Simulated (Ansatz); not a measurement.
# One shape, several levels: CHClFNSi (SMILES N#C[SiH](F)Cl)

We compute a comparison of 6 runs (HF/STO-3G, HF/def2-SVP, HF/def2-TZVP, B3LYP/6-31G*, PBE0/def2-SVP, BLYP/cc-pVTZ) of CHClFNSi. 

The calculation is run with Ansatz 0.2.0.

2 further runs of the same task are left out: 1 for a known fault of the program, 1 that didn't finish.

## Step 1: The structure to begin with

CHClFNSi has 6 atoms, charge 0, and is taken as a singlet. As SMILES, `N#C[SiH](F)Cl`. The coordinates come from a PBE0-D4/def2-TZVP relaxation.

Bond lengths: N1–C2 1.151 Å, C2–Si3 1.839 Å, Si3–F4 1.579 Å, Si3–Cl5 2.016 Å, Si3–H6 1.467 Å. Angles: N1–C2–Si3 178.0°, C2–Si3–F4 107.1°, C2–Si3–Cl5 108.2°, F4–Si3–Cl5 110.0°, C2–Si3–H6 110.3°, F4–Si3–H6 110.0°, Cl5–Si3–H6 111.2°.

## Step 2: Energy and forces at HF/STO-3G (run 1)

Contents of in.yaml:

```yaml
basis:
  gaussian:
    orbitals: STO-3G
crystal:
  periodic: [false, false, false]
  atoms:
    - {symbol: "N", position_ang: [-1.977800, 0.308700, 1.400100]}
    - {symbol: C, position_ang: [-1.043300, 0.191200, 0.738300]}
    - {symbol: Si, position_ang: [0.411900, -0.001400, -0.370200]}
    - {symbol: F, position_ang: [1.492700, 1.050000, 0.097500]}
    - {symbol: Cl, position_ang: [1.130200, -1.872300, -0.149400]}
    - {symbol: H, position_ang: [0.028400, 0.259800, -1.762400]}
output: {forces: true, orbitals: {seedname: orbitals}}
hamiltonian:
  xc: hf
accuracy: high
```

Launch:

```sh
$ ansatz run in.yaml --threads 1 --pin off --max-ram 2610MiB --events-out events.jsonl --progress --plain --runs-dir runs
```

The program printed:

```text
Warning: RAYON_NUM_THREADS=1 ignored (pool sized by the plan → 1); use --threads N
Functional definition: HF
  name "HF"
  exchange = exact_x
  correlation = 0
674 factors; integrals over basis functions are off by at most 3.1e-8 eV
mean field evaluation 1: about -25301.8715 eV, gradient 4.0e1 eV
mean field evaluation 2: about -25301.9147 eV, gradient 4.0e1 eV
mean field evaluation 4: about -25307.0340 eV, gradient 3.1e0 eV
mean field evaluation 8: about -25307.0796 eV, gradient 5.3e-2 eV
mean field -25307.07957405 eV, -930.0180205915 hartree, gradient 7.5e-8 eV, S^2 0.000000; 0 other end points of the search recorded, 0 dependent functions left out
the calculation of the forces begins
reference -25307.07957405 eV, -930.0180205915 hartree; 27, 27 occupied and 7, 7 virtual orbitals, 674 factors
Total energy: -25307.07957405 eV, -930.0180205915 hartree
Atom 0 at    -1.977800     0.308700     1.400100 Å, force    -0.563800     0.102882     0.467343 eV/Å
Atom 1 at    -1.043300     0.191200     0.738300 Å, force     0.774871    -0.247758    -0.817102 eV/Å
Atom 2 at     0.411900    -0.001400    -0.370200 Å, force    -1.936251     1.470205    -1.221170 eV/Å
Atom 3 at     1.492700     1.050000     0.097500 Å, force     0.868210     0.628934     0.310358 eV/Å
Atom 4 at     1.130200    -1.872300    -0.149400 Å, force     0.606598    -1.566653     0.116206 eV/Å
Atom 5 at     0.028400     0.259800    -1.762400 Å, force     0.250372    -0.387610     1.144365 eV/Å
Dipole moment:     0.172517     0.278826    -0.491469 e Å
```

It took 0.46 s on 1 thread of AMD EPYC 9R45 (Zen 5), shared host; peak memory 0.1 GiB.

## Step 3: Energy and forces at HF/def2-SVP (run 2)

Contents of input.yaml:

```yaml
crystal:
  periodic: [false, false, false]
  atoms:
    - {symbol: "N", position_ang: [-1.977800, 0.308700, 1.400100]}
    - {symbol: C, position_ang: [-1.043300, 0.191200, 0.738300]}
    - {symbol: Si, position_ang: [0.411900, -0.001400, -0.370200]}
    - {symbol: F, position_ang: [1.492700, 1.050000, 0.097500]}
    - {symbol: Cl, position_ang: [1.130200, -1.872300, -0.149400]}
    - {symbol: H, position_ang: [0.028400, 0.259800, -1.762400]}
basis:
  gaussian:
    orbitals: def2-SVP
hamiltonian:
  xc: hf
accuracy: high
output: {forces: true, orbitals: {seedname: orbitals}}
```

Launch:

```sh
$ ansatz run input.yaml --threads 1 --pin off --max-ram 2610MiB --events-out events.jsonl --progress --plain --runs-dir runs
```

The program printed, cut to the lines that bear on the results:

```text
Warning: RAYON_NUM_THREADS=1 ignored (pool sized by the plan → 1); use --threads N
[... 2 set-up lines as earlier in the session ...]
[...]
1689 factors; integrals over basis functions are off by at most 7.5e-9 eV
[...]
mean field -25592.06863385 eV, -940.4911753667 hartree, gradient 1.3e-8 eV, S^2 0.000000; 0 other end points of the search recorded, 0 dependent functions left out
[...]
reference -25592.06863385 eV, -940.4911753667 hartree; 27, 27 occupied and 56, 56 virtual orbitals, 1689 factors
Total energy: -25592.06863385 eV, -940.4911753667 hartree
Atom 0 at    -1.977800     0.308700     1.400100 Å, force     1.854177    -0.232486    -1.299627 eV/Å
Atom 1 at    -1.043300     0.191200     0.738300 Å, force    -2.203228     0.311739     1.566538 eV/Å
Atom 2 at     0.411900    -0.001400    -0.370200 Å, force    -0.252767    -0.044415    -0.726116 eV/Å
Atom 3 at     1.492700     1.050000     0.097500 Å, force     0.359163     0.332733     0.167272 eV/Å
Atom 4 at     1.130200    -1.872300    -0.149400 Å, force     0.174955    -0.348419     0.052285 eV/Å
Atom 5 at     0.028400     0.259800    -1.762400 Å, force     0.067700    -0.019153     0.239648 eV/Å
Dipole moment:     0.239094    -0.082696    -0.496296 e Å
```

Run time: 1.5 s. Hardware: 1 thread of AMD EPYC 9R45 (Zen 5), shared host; peak memory 0.23 GiB.

Runs 3 to 5 aren't shown in full; the table further down has their settings and results.

## Step 4: Energy and forces at BLYP/cc-pVTZ (run 6)

in.yaml, as its differences from that of step 2:

```diff
@@ -1,4 +1 @@
-basis:
-  gaussian:
-    orbitals: STO-3G
 crystal:
@@ -12,5 +9,10 @@
     - {symbol: H, position_ang: [0.028400, 0.259800, -1.762400]}
-output: {forces: true, orbitals: {seedname: orbitals}}
+basis:
+  gaussian:
+    orbitals: cc-pVTZ
+output:
+  forces: true
+  orbitals: {seedname: orbitals}
 hamiltonian:
-  xc: hf
+  xc: {name: BLYP}
 accuracy: high
```

Launch:

```sh
$ ansatz run in.yaml --threads 1 --pin off --max-ram 2610MiB --events-out events.jsonl --progress --plain --runs-dir runs
```

The program printed, cut to the lines that bear on the results:

```text
Warning: RAYON_NUM_THREADS=1 ignored (pool sized by the plan → 1); use --threads N
Functional definition: BLYP
  name "BLYP"
[...]
2835 factors; integrals over basis functions are off by at most 3.5e-9 eV
[...]
mean field -25664.95090622 eV, -943.1695494749 hartree, gradient 6.9e-8 eV, S^2 0.000000; 0 other end points of the search recorded, 0 dependent functions left out
[...]
reference -25664.95095768 eV, -943.1695513661 hartree; 27, 27 occupied and 145, 145 virtual orbitals, 2835 factors
Total energy: -25664.95095768 eV, -943.1695513661 hartree
Atom 0 at    -1.977800     0.308700     1.400100 Å, force    -1.213352     0.155742     0.863339 eV/Å
Atom 1 at    -1.043300     0.191200     0.738300 Å, force     0.904804    -0.103857    -0.663044 eV/Å
Atom 2 at     0.411900    -0.001400    -0.370200 Å, force    -0.816748    -0.118420    -0.469886 eV/Å
Atom 3 at     1.492700     1.050000     0.097500 Å, force     0.846526     0.826958     0.337319 eV/Å
Atom 4 at     1.130200    -1.872300    -0.149400 Å, force     0.308992    -0.782626     0.062542 eV/Å
Atom 5 at     0.028400     0.259800    -1.762400 Å, force    -0.030222     0.022203    -0.130269 eV/Å
Dipole moment:     0.290251    -0.086836    -0.436130 e Å
```

Wall time 8.7 s (1 thread of AMD EPYC 9R45 (Zen 5), shared host); peak memory 0.63 GiB.

## Step 5: All runs side by side

| run | level | energy (Eh) | dipole moment (D) | HOMO energy (eV) | LUMO energy (eV) | wall time |
| --- | --- | --- | --- | --- | --- | --- |
| 1 | HF/STO-3G | -930.018021 | 2.84 | -11.28 | 7.56 | 0.46 s |
| 2 | HF/def2-SVP | -940.491175 | 2.68 | -13.46 | 2.53 | 1.5 s |
| 3 | HF/def2-TZVP | -941.001595 | 2.82 | -13.45 | 2.15 | 8.1 s |
| 4 | B3LYP/6-31G* (spherical functions) | -943.076391 | 2.44 | -9.69 | -1.36 | 3.9 s |
| 5 | PBE0/def2-SVP | -942.223173 | 2.49 | -10.01 | -1.23 | 3.6 s |
| 6 | BLYP/cc-pVTZ | -943.169551 | 2.55 | -8.48 | -2.19 | 8.7 s |

## Step 6: What came out

| quantity | value |
| --- | --- |
| run 6: total energy | -943.16955 Eh |
| run 6: dipole moment | 2.55 D |
| run 6: HOMO energy | -8.48 eV |
| run 6: LUMO energy | -2.19 eV |
| run 6: HOMO–LUMO gap | 6.29 eV |
| run 6: largest force on an atom | 1.497 eV/Å |

**Reading.** The dipole moment (its size) runs from 2.44 D (B3LYP/6-31G*) to 2.84 D (HF/STO-3G). The two ends differ in method and basis. The HOMO–LUMO gap runs from 6.29 eV (BLYP/cc-pVTZ) to 18.84 eV (HF/STO-3G). Totals of different functionals can't be ranked against each other. In run 1 the basis is minimal, so the values are rough. All runs together took 26 s, the longest 8.7 s.
